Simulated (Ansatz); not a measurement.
# H₈N₂O₃Si₂: up Jacob's ladder to CCSD(T)

Aim: compute H₈N₂O₃Si₂ with functionals from several rungs and with coupled cluster. The yardstick is the atomisation energy at the CCSD(T) limit.

Method: functionals in def2-TZVPP, the program's frozen cores in correlated methods; program: Ansatz 0.2.0, Gaussian basis.

Plan: PBE-D4, r2SCAN-D4, PBE0-D4, B3LYP-D4, ωB97X-V, ωB97M-V, B2PLYP; CCSD(T)/def2-TZVPP; MP2/def2-QZVPP; extrapolation to the limit.

## 1. The relaxed structure

The geometry comes from an earlier relaxation with PBE0-D4 in a triple-zeta def2 set; it is a stationary point, not always the lowest conformer.

SMILES `N[SiH2]O[Si](N)(O)O`, 15 atoms, charge 0, spin multiplicity 1.

Atoms are counted from 1 here; the program's logs count them from 0.

Bond lengths: N1–Si2 1.717 Å, N1–H8 1.006 Å, N1–H9 1.006 Å, Si2–O3 1.632 Å, Si2–H10 1.483 Å, Si2–H11 1.484 Å, O3–Si4 1.632 Å, Si4–N5 1.696 Å, Si4–O6 1.635 Å, Si4–O7 1.637 Å, N5–H12 1.006 Å, N5–H13 1.010 Å, O6–H14 0.958 Å, O7–H15 0.958 Å. Angles: Si2–N1–H8 121.4°, Si2–N1–H9 120.6°, H8–N1–H9 111.7°, N1–Si2–O3 112.7°, N1–Si2–H10 109.5°, N1–Si2–H11 107.5°, O3–Si2–H10 106.3°, O3–Si2–H11 108.9°, H10–Si2–H11 112.0°, Si2–O3–Si4 141.8°, O3–Si4–N5 106.1°, O3–Si4–O6 111.8°, O3–Si4–O7 109.4°, N5–Si4–O6 111.9°, N5–Si4–O7 113.5°, O6–Si4–O7 104.3°, Si4–N5–H12 121.3°, Si4–N5–H13 117.1° and more.

## 2. PBE-D4 (GGA)

The input, in.yaml:

```yaml
crystal:
  periodic: [false, false, false]
  atoms:
    - {symbol: N, position_ang: [-1.665115, 1.624669, -0.093306]}
    - {symbol: Si, position_ang: [-1.181309, 0.555461, -1.347137]}
    - {symbol: O, position_ang: [-0.137014, -0.587735, -0.831184]}
    - {symbol: Si, position_ang: [1.033536, -0.849834, 0.275841]}
    - {symbol: N, position_ang: [0.487602, -0.138723, 1.715101]}
    - {symbol: O, position_ang: [2.469713, -0.231616, -0.202272]}
    - {symbol: O, position_ang: [1.308251, -2.458254, 0.405913]}
    - {symbol: H, position_ang: [-2.539883, 1.505771, 0.389655]}
    - {symbol: H, position_ang: [-1.371026, 2.586912, -0.097829]}
    - {symbol: H, position_ang: [-2.367691, -0.167810, -1.864851]}
    - {symbol: H, position_ang: [-0.523201, 1.369556, -2.398298]}
    - {symbol: H, position_ang: [1.094902, -0.035172, 2.510456]}
    - {symbol: H, position_ang: [-0.175123, 0.618289, 1.631648]}
    - {symbol: H, position_ang: [3.004034, -0.794157, -0.765090]}
    - {symbol: H, position_ang: [0.562344, -2.997366, 0.671352]}
basis:
  gaussian: {orbitals: def2-TZVPP}
hamiltonian: {xc: pbe, dispersion: d4}
output: {forces: true, orbitals: {seedname: orbitals}}
```

Started as:

```console
$ ansatz run in.yaml --threads 2 --pin off --events-out ev --progress --plain --max-ram 22528MiB --backend cuda --devices 0, --max-vram 18GiB
```

Further steps of the session: r2SCAN-D4 (meta-GGA); PBE0-D4 (hybrid); B3LYP-D4 (hybrid); ωB97X-V (range-separated); ωB97M-V (range-separated); B2PLYP (double hybrid); CCSD(T) in def2-TZVPP; MP2 in def2-QZVPP.

Before running them: what should the planned runs give, taken together? Wanted: atomisation energy, CCSD(T)/CBS; farthest; mean size of error, hybrid; mean size of error, range-separated; gap, smallest and largest; T1 diagnostic; triples share of the correlation energy.

The runs gave:

```
                               quantity                                 value
        atomisation energy, CCSD(T)/CBS                             60.511 eV
    functionals within 0.303 eV (0.5 %)              PBE-D4, ωB97X-V, ωB97M-V
                               farthest                   PBE0-D4 (-1.067 eV)
             mean size of error, hybrid                              0.739 eV
    mean size of error, range-separated                              0.057 eV
              gap, smallest and largest  5.64 eV (PBE-D4), 12.39 eV (ωB97X-V)
                          T1 diagnostic                                0.0111
triples share of the correlation energy                                 3.5 %
```

PBE-D4 misses by +0.198 eV. Double hybrids carry the basis error of their MP2 part in triple zeta, and no dispersion term here, so their miss is partly the set-up's. The reference freezes the cores and leaves out relativity and excitations past (T), so misses under about 0.303 eV can't be ranked. Hartree-Fock recovers 69 % of the binding; the rest is correlation. The gap grows from 5.6 to 12.4 eV across the functionals, mostly with the share of exact exchange.
